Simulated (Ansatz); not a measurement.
# BiTe (Fm-3m) in Ansatz: relaxation of cell and atoms with LDA

Aim: the relaxation of cell and atoms of BiTe with LDA.

Program: Ansatz 0.2.0. These are calculated values, not measurements. Logs are shortened: lines on timing, memory, paths and dates and some standing lists are left out, and cuts for length are marked.

**1. The undisturbed crystal**

The structure is cubic, space group Fm-3m (No. 225). The conventional cell has a = 6.470 Å, b = 6.470 Å, c = 6.470 Å, α = 90.00°, β = 90.00°, γ = 90.00°. Bi (site symmetry m-3m) is surrounded by 6 Te at 3.23 Å. Around Te (site symmetry m-3m) lie 6 Bi at 3.23 Å.

**2. Relaxation of cell and atoms, LDA, collinear spin, ferromagnetic start (volume scaled by 0.92)**

Input file run.py:

```python
import json

import ase.io
import numpy as np

import ansatz as az

atoms = ase.io.read("POSCAR", format="vasp")
atoms.set_initial_magnetic_moments([0.5, 0.0])

calculation = (
    az.Crystal.from_ase(atoms)
    .calculation()
    .kpoints(7, 7, 7)
    .functional("lda")
    .pseudopotentials(kind="paw", source="jth", xc_functional="pbe")
    .spin("collinear")
    .occupations(method="methfessel_paxton", width=0.1)
    .relax(force_tolerance=0.01, max_steps=40, cell=True, stress_tolerance=0.05)
    .density()
    .potential()
    .output_files(volumetric_format="npy")
    .electron_localization_function()
    .forces()
    .stress()
)
outcome = calculation.run(threads=2, events_out="events.jsonl")

report = outcome.report
for line in open("events.jsonl"):
    event = json.loads(line)
    if event["event"] == "scf_iter":
        d = event["data"]
        print(f"SCF {d['iter']:3d}  HF = {d['harris_foulkes_ev']:.6f} eV  dr2 = {d['dr2_ev']:.2e} eV")
    elif event["event"] in ("relax_step", "md_step"):
        d = event["data"]
        print(f"{event['event']} {d['step']:3d}  E = {d['lagrangian_ev']:.6f} eV")
np.set_printoptions(precision=5, suppress=True, linewidth=110)
print("converged:", report["converged"], "after", report["n_iterations"], "iterations")
print(f"free energy {report['free_energy_ev']:.6f} eV, Fermi level {report['fermi_energy_ev']:.4f} eV")
for key in ("band_edges_ev", "magnetization_mub", "site_moments_mub", "site_moments_nc_mub", "forces_ev_ang",
                "stress_gpa", "kpoints_frac", "eigenvalues_ev"):
    if report.get(key) is not None:
        print(key, np.array(report[key]), sep="\n")
```

Input file POSCAR:

```
BiTe
1.0
    0.0000000000      3.1463248528      3.1463248528
    3.1463248528      0.0000000000      3.1463248528
    3.1463248528      3.1463248528      0.0000000000
Bi Te
1 1
Direct
    0.0000000000      0.0000000000      0.0000000000
    0.5000000000      0.5000000000      0.5000000000
```

Potentials or basis: JTH PAW.

The run is started by

```console
$ python run.py
```

The log of the run:

```text
DeckWarning: basis.ecutwfc = 1800 eV, auto-derived from the records' recommended cutoffs: set by Bi (normal level)
DeckWarning: pseudopotentials/Bi.paw.azcp: the checks of this Bi dataset prove no rule for summing its radial tables, as where they were carried onto another mesh than they were made on, and Gregory's rule is taken, under which a leading mesh point left out moves its sums only by what lay on the interval it spanned. That does not make them correct, and they differ from Quantum ESPRESSO's on this file; a re-export a fr [...]
DeckWarning: pseudopotentials/Te.paw.azcp: the checks of this Te dataset prove no rule for summing its radial tables, as where they were carried onto another mesh than they were made on, and Gregory's rule is taken, under which a leading mesh point left out moves its sums only by what lay on the interval it spanned. That does not make them correct, and they differ from Quantum ESPRESSO's on this file; a re-export a fr [...]
PlacementWarning: RAYON_NUM_THREADS=2 ignored (pool sized by the plan → 2); use plan(threads=…)
RunWarning: the starting moments were not kept: the SCF closed with an absolute magnetisation of 2.2e-5 μB, where they sum to 0.5 μB in size (1 site). That is at most 0.1 of that sum. Measured as dr2_m measures the in/out step, that magnetisation stands 2.7e-11 eV from none, at or under the dr2_threshold of 1.0e-7 eV: it is no larger than a step whose dr2_m would equal this threshold. The system may hold no moment; this SCF show [...]
RunWarning: the starting moments were not kept: the SCF closed with an absolute magnetisation of 1.4e-5 μB, where they sum to 0.5 μB in size (1 site). That is at most 0.1 of that sum. Measured as dr2_m measures the in/out step, that magnetisation stands 1.1e-11 eV from none, at or under the dr2_threshold of 2.0e-7 eV: it is no larger than a step whose dr2_m would equal this threshold. The system may hold no moment; this SCF show [...]
RunWarning: the starting moments were not kept: the SCF closed with an absolute magnetisation of 2.7e-6 μB, where they sum to 0.5 μB in size (1 site). That is at most 0.1 of that sum. Measured as dr2_m measures the in/out step, that magnetisation stands 4.3e-13 eV from none, at or under the dr2_threshold of 2.0e-7 eV: it is no larger than a step whose dr2_m would equal this threshold. The system may hold no moment; this SCF show [...]
RunWarning: the starting moments were not kept: the SCF closed with an absolute magnetisation of 1.8e-5 μB, where they sum to 0.5 μB in size (1 site). That is at most 0.1 of that sum. Measured as dr2_m measures the in/out step, that magnetisation stands 1.8e-11 eV from none, at or under the dr2_threshold of 1.2e-8 eV: it is no larger than a step whose dr2_m would equal this threshold. The system may hold no moment; this SCF show [...]
RunWarning: the starting moments were not kept: the SCF closed with an absolute magnetisation of 9.5e-6 μB, where they sum to 0.5 μB in size (1 site). That is at most 0.1 of that sum. Measured as dr2_m measures the in/out step, that magnetisation stands 5.1e-12 eV from none, at or under the dr2_threshold of 2.0e-11 eV: it is no larger than a step whose dr2_m would equal this threshold. The system may hold no moment; this SCF sho [...]
SCF   1  HF = -16805.977035 eV  dr2 = 9.15e-02 eV
SCF   2  HF = -16805.974766 eV  dr2 = 4.98e-02 eV
SCF   3  HF = -16805.970328 eV  dr2 = 2.87e-03 eV
SCF   4  HF = -16805.971834 eV  dr2 = 5.39e-04 eV
SCF   5  HF = -16805.973225 eV  dr2 = 1.07e-04 eV
SCF   6  HF = -16805.973990 eV  dr2 = 1.53e-05 eV
SCF   7  HF = -16805.974415 eV  dr2 = 4.89e-06 eV
SCF   8  HF = -16805.974666 eV  dr2 = 2.53e-06 eV
SCF   9  HF = -16805.975106 eV  dr2 = 1.41e-07 eV
SCF  10  HF = -16805.975191 eV  dr2 = 3.72e-08 eV
SCF  11  HF = -16805.975239 eV  dr2 = 5.43e-09 eV
SCF  12  HF = -16805.975239 eV  dr2 = 1.91e-09 eV
SCF  13  HF = -16805.975239 eV  dr2 = 2.43e-10 eV
relax_step   1  E = -16805.975239 eV
SCF   1  HF = -16805.981013 eV  dr2 = 1.83e-03 eV
SCF   2  HF = -16805.980774 eV  dr2 = 1.10e-03 eV
SCF   3  HF = -16805.980498 eV  dr2 = 5.89e-05 eV
SCF   4  HF = -16805.980494 eV  dr2 = 2.91e-06 eV
SCF   5  HF = -16805.980496 eV  dr2 = 7.54e-08 eV
SCF   6  HF = -16805.980496 eV  dr2 = 3.13e-09 eV
SCF   7  HF = -16805.980496 eV  dr2 = 2.07e-09 eV
SCF   8  HF = -16805.980497 eV  dr2 = 2.79e-10 eV
SCF   9  HF = -16805.980497 eV  dr2 = 1.49e-11 eV
relax_step   2  E = -16805.980497 eV
SCF   1  HF = -16805.986154 eV  dr2 = 2.69e-04 eV
SCF   2  HF = -16805.986123 eV  dr2 = 1.64e-04 eV
SCF   3  HF = -16805.986074 eV  dr2 = 7.78e-06 eV
SCF   4  HF = -16805.986074 eV  dr2 = 4.46e-07 eV
SCF   5  HF = -16805.986074 eV  dr2 = 3.02e-08 eV
SCF   6  HF = -16805.986074 eV  dr2 = 7.26e-10 eV
SCF   7  HF = -16805.986074 eV  dr2 = 2.36e-10 eV
SCF   8  HF = -16805.986074 eV  dr2 = 4.06e-11 eV
SCF   9  HF = -16805.986074 eV  dr2 = 2.24e-12 eV
relax_step   3  E = -16805.986074 eV
SCF   1  HF = -16805.986097 eV  dr2 = 1.00e-06 eV
SCF   2  HF = -16805.986097 eV  dr2 = 6.01e-07 eV
SCF   3  HF = -16805.986097 eV  dr2 = 3.50e-08 eV
SCF   4  HF = -16805.986097 eV  dr2 = 2.32e-09 eV
SCF   5  HF = -16805.986097 eV  dr2 = 5.06e-11 eV
SCF   6  HF = -16805.986097 eV  dr2 = 8.24e-13 eV
SCF   7  HF = -16805.986097 eV  dr2 = 1.59e-12 eV
relax_step   4  E = -16805.986097 eV
SCF   1  HF = -16805.986256 eV  dr2 = 1.22e-09 eV
SCF   2  HF = -16805.986255 eV  dr2 = 4.61e-10 eV
SCF   3  HF = -16805.986255 eV  dr2 = 1.87e-10 eV
SCF   4  HF = -16805.986255 eV  dr2 = 2.77e-12 eV
relax_step   5  E = -16805.986255 eV
converged: True after 4 iterations
free energy -16805.986255 eV, Fermi level 8.7858 eV
magnetization_mub
9.424919866773962e-06
site_moments_mub
[0. 0.]
forces_ev_ang
[[ 0. -0.  0.]
 [ 0.  0.  0.]]
stress_gpa
[[ 0.00486 -0.      -0.     ]
 [-0.       0.00486 -0.     ]
 [-0.      -0.       0.00486]]
kpoints_frac
[[ 0.       0.       0.     ]
 [ 0.       0.       0.14286]
 [ 0.       0.       0.28571]
 [ 0.       0.       0.42857]
 [ 0.       0.14286  0.14286]
 [ 0.       0.14286  0.28571]
 [ 0.       0.14286  0.42857]
[... 10 lines left out ...]
 [ 0.14286  0.28571 -0.42857]
 [ 0.14286  0.42857 -0.42857]
 [ 0.14286  0.42857 -0.28571]]
eigenvalues_ev
[[-14.26156 -14.26156 -14.25405 -14.25405 -14.25405  -5.18614   0.69005   6.10476   6.10476   6.10476
   11.04522  11.04522  11.04522  13.45871  13.45871]
 [-14.26228 -14.26228 -14.25359 -14.25259 -14.25259  -4.99223   0.18852   6.16551   6.16551   6.30865
   10.20939  10.3238   10.3238   13.29629  13.85723]
 [-14.26443 -14.26443 -14.25259 -14.24876 -14.24876  -4.42082  -0.96924   6.37036   6.37036   6.68445
    8.95116   9.10764   9.10764  13.88338  14.97748]
 [-14.26634 -14.26634 -14.2518  -14.2455  -14.2455   -3.51507  -2.27616   6.69443   6.69443   7.06334
    8.02969   8.17875   8.17875  15.45697  16.67325]
 [-14.26438 -14.26044 -14.25493 -14.25154 -14.25154  -4.9304    0.11935   5.72982   5.72982   7.12525
    8.79473  11.21657  11.21657  12.47909  14.48319]
 [-14.26718 -14.26089 -14.25457 -14.2489  -14.24805  -4.49508  -0.65673   5.55208   5.60757   6.6725
    8.76194  10.6502   10.72082  12.46444  15.42628]
 [-14.26886 -14.26321 -14.25235 -14.24682 -14.24484  -3.72238  -1.80804   5.61565   5.71231   5.87838
    9.41584   9.68666   9.73294  13.51309  16.8603 ]
 [-14.26818 -14.26511 -14.25071 -14.24606 -14.24487  -3.0702   -2.59307   5.01825   6.21991   6.36908
    8.75527   8.77943  10.31097  15.26187  15.77595]
 [-14.26546 -14.26532 -14.25155 -14.24795 -14.24671  -4.00084  -1.47736   4.89846   6.84945   7.08351
    8.23723   8.24023  11.07978  13.94115  14.91453]
 [-14.26412 -14.26272 -14.25318 -14.25133 -14.24938  -4.67525  -0.43194   5.32682   6.70282   6.97752
    8.83975   8.95527  11.34492  13.23125  13.98785]
 [-14.27195 -14.25792 -14.25691 -14.24579 -14.24579  -4.22661  -0.74901   5.0399    5.0399    5.15872
   10.41581  11.44132  11.81018  11.81018  16.30561]
 [-14.27466 -14.25835 -14.25624 -14.24388 -14.24308  -3.66592  -1.36949   4.05791   4.93489   4.9811
   11.23775  11.44448  11.76142  11.86187  17.40218]
 [-14.2734  -14.26086 -14.25258 -14.24497 -14.24299  -2.94783  -2.27717   3.57681   5.26435   5.36514
   10.37394  10.4039   12.54527  13.06458  16.17841]
 [-14.26934 -14.26365 -14.24836 -14.24832 -14.24547  -3.28283  -2.11377   3.8505    6.0017    6.11975
    9.16706   9.31158  12.45762  14.7509   15.18519]
 [-14.27923 -14.2585  -14.25589 -14.24108 -14.24108  -3.4265   -1.24833   3.07143   4.58388   4.58388
   10.90278  12.47299  12.47299  13.40549  17.71607]
 [-14.27852 -14.25703 -14.25699 -14.24159 -14.24102  -3.15167  -1.61915   2.88355   4.69548   4.73661
   11.26524  11.87509  12.05884  13.79732  17.5403 ]
 [-14.26993 -14.26108 -14.25404 -14.24604 -14.24597  -3.97351  -1.28395   4.60564   5.40215   6.21015
    9.45338   9.98849  11.79235  12.69506  16.15998]
 [-14.27104 -14.26247 -14.25108 -14.24706 -14.24338  -3.18457  -2.16979   4.24446   4.54482   6.89638
    8.44818  11.02013  11.79301  13.64447  15.51918]
 [-14.27603 -14.25867 -14.25518 -14.24414 -14.24111  -3.17888  -1.77486   3.32474   4.13784   5.76304
   10.20229  11.77192  12.87224  12.97245  16.29512]
 [-14.27385 -14.26079 -14.2512  -14.24761 -14.24116  -2.73487  -2.35367   3.36969   3.99787   6.72518
    8.86769  12.15288  13.04831  13.4905   14.70566]
 [-14.26156 -14.26156 -14.25405 -14.25405 -14.25405  -5.18614   0.69005   6.10477   6.10477   6.10477
   11.04523  11.04523  11.04523  13.45872  13.45872]
 [-14.26228 -14.26228 -14.25359 -14.25259 -14.25259  -4.99222   0.18852   6.16551   6.16551   6.30865
   10.2094   10.32381  10.32381  13.2963   13.85723]
 [-14.26443 -14.26443 -14.25258 -14.24876 -14.24876  -4.42082  -0.96924   6.37036   6.37036   6.68446
    8.95117   9.10764   9.10764  13.88339  14.97748]
 [-14.26634 -14.26634 -14.2518  -14.2455  -14.2455   -3.51507  -2.27615   6.69443   6.69443   7.06334
    8.02969   8.17875   8.17875  15.45698  16.67326]
 [-14.26438 -14.26044 -14.25493 -14.25154 -14.25154  -4.93039   0.11935   5.72983   5.72983   7.12525
    8.79474  11.21657  11.21657  12.4791   14.48319]
 [-14.26718 -14.26089 -14.25457 -14.2489  -14.24805  -4.49508  -0.65673   5.55208   5.60757   6.6725
    8.76194  10.6502   10.72082  12.46444  15.42628]
 [-14.26886 -14.26321 -14.25235 -14.24682 -14.24484  -3.72238  -1.80804   5.61566   5.71232   5.87838
    9.41584   9.68666   9.73294  13.51309  16.86031]
 [-14.26818 -14.26511 -14.25071 -14.24606 -14.24487  -3.0702   -2.59307   5.01826   6.21991   6.36909
    8.75527   8.77944  10.31097  15.26187  15.77595]
 [-14.26546 -14.26532 -14.25155 -14.24795 -14.24671  -4.00084  -1.47735   4.89846   6.84945   7.08351
    8.23724   8.24023  11.07978  13.94115  14.91454]
 [-14.26412 -14.26272 -14.25318 -14.25133 -14.24937  -4.67524  -0.43194   5.32683   6.70282   6.97752
    8.83976   8.95527  11.34493  13.23125  13.98786]
 [-14.27195 -14.25791 -14.25691 -14.24579 -14.24579  -4.2266   -0.749     5.03991   5.03991   5.15873
   10.41582  11.44133  11.81018  11.81018  16.30561]
 [-14.27466 -14.25835 -14.25624 -14.24387 -14.24308  -3.66592  -1.36949   4.05792   4.9349    4.9811
   11.23775  11.44448  11.76142  11.86187  17.40218]
 [-14.2734  -14.26085 -14.25258 -14.24497 -14.24298  -2.94783  -2.27716   3.57681   5.26436   5.36515
   10.37394  10.4039   12.54527  13.06458  16.17841]
 [-14.26934 -14.26365 -14.24836 -14.24832 -14.24546  -3.28283  -2.11376   3.85051   6.0017    6.11975
    9.16707   9.31159  12.45762  14.7509   15.18519]
 [-14.27923 -14.2585  -14.25589 -14.24108 -14.24108  -3.42649  -1.24833   3.07144   4.58389   4.58389
   10.90279  12.47299  12.47299  13.40549  17.71608]
 [-14.27852 -14.25703 -14.25699 -14.24159 -14.24101  -3.15166  -1.61915   2.88355   4.69549   4.73662
   11.26524  11.87509  12.05884  13.79733  17.5403 ]
 [-14.26993 -14.26108 -14.25403 -14.24604 -14.24596  -3.97351  -1.28394   4.60564   5.40216   6.21015
    9.45338   9.9885   11.79235  12.69506  16.15998]
 [-14.27104 -14.26247 -14.25108 -14.24706 -14.24338  -3.18456  -2.16978   4.24447   4.54482   6.89638
    8.44819  11.02014  11.79301  13.64447  15.51918]
 [-14.27602 -14.25867 -14.25518 -14.24414 -14.2411   -3.17887  -1.77485   3.32475   4.13784   5.76305
   10.20229  11.77192  12.87224  12.97246  16.29512]
 [-14.27385 -14.26079 -14.2512  -14.2476  -14.24116  -2.73487  -2.35366   3.36969   3.99788   6.72519
    8.8677   12.15288  13.04831  13.4905   14.70566]]
```

It took 64 s on 2 threads of Arm Neoverse V2, shared host; peak memory 0.88 GiB.

Results:

```
Free energy                            : -16805.9863 eV
Relaxed volume                         : 32.13 Å³/atom
Relaxed cell                           : a = 4.496 Å, b = 4.496 Å, c = 4.496 Å, α = 60.00°, β = 60.00°, γ = 60.00°
Space group after relaxing (to 0.05 Å) : Fm-3m (No. 225)
Energy gained by relaxing              : 5.5 meV/atom
Ionic steps                            : 5
Pressure after relaxing                : 0.0 GPa
Band gap on the k mesh                 : none (metal or under the smearing width)
Net moment                             : 0.00 μB per cell
Absolute moment                        : 0.00 μB per cell
```

Step by step:
| step | energy change (eV) | largest force (eV/Å) | volume (Å³) |
| --- | --- | --- | --- |
| 1 | 0.0000 | 0.0000 | 62.29 |
| 2 | -0.0053 | 0.0000 | 65.71 |
| 3 | -0.0108 | 0.0000 | 64.33 |
| 4 | -0.0109 | 0.0000 | 64.25 |
| 5 | -0.0110 | 0.0000 | 64.25 |

Final structure:
```cif
data_structure
_symmetry_space_group_name_H-M 'P 1'
_symmetry_Int_Tables_number 1
_cell_length_a 4.4957
_cell_length_b 4.4957
_cell_length_c 4.4957
_cell_angle_alpha 60.000
_cell_angle_beta 60.000
_cell_angle_gamma 60.000
_cell_volume 64.25
loop_
_atom_site_label
_atom_site_type_symbol
_atom_site_fract_x
_atom_site_fract_y
_atom_site_fract_z
_atom_site_occupancy
Bi1 Bi 0.00000 0.00000 0.00000 1
Te1 Te 0.50000 0.50000 0.50000 1
```

Levels at points of the mesh, in eV from the Fermi level:
Spin up:
| k point | band 6 | band 7 | band 8 | band 9 | band 10 | band 11 | band 12 | band 13 | band 14 | band 15 |
| --- | --- | --- | --- | --- | --- | --- | --- | --- | --- | --- |
| (0.00, 0.00, 0.00) | -13.97 | -8.10 | -2.68 | -2.68 | -2.68 | 2.26 | 2.26 | 2.26 | 4.67 | 4.67 |
Spin down:
```
           k point  band 6  band 7  band 8  band 9  band 10  band 11  band 12  band 13  band 14  band 15
(0.00, 0.00, 0.00)  -13.97   -8.10   -2.68   -2.68    -2.68     2.26     2.26     2.26     4.67     4.67
```

Caveat: spin-orbit coupling is left out, which moves the levels of the heavy elements; the starting moments weren't kept.
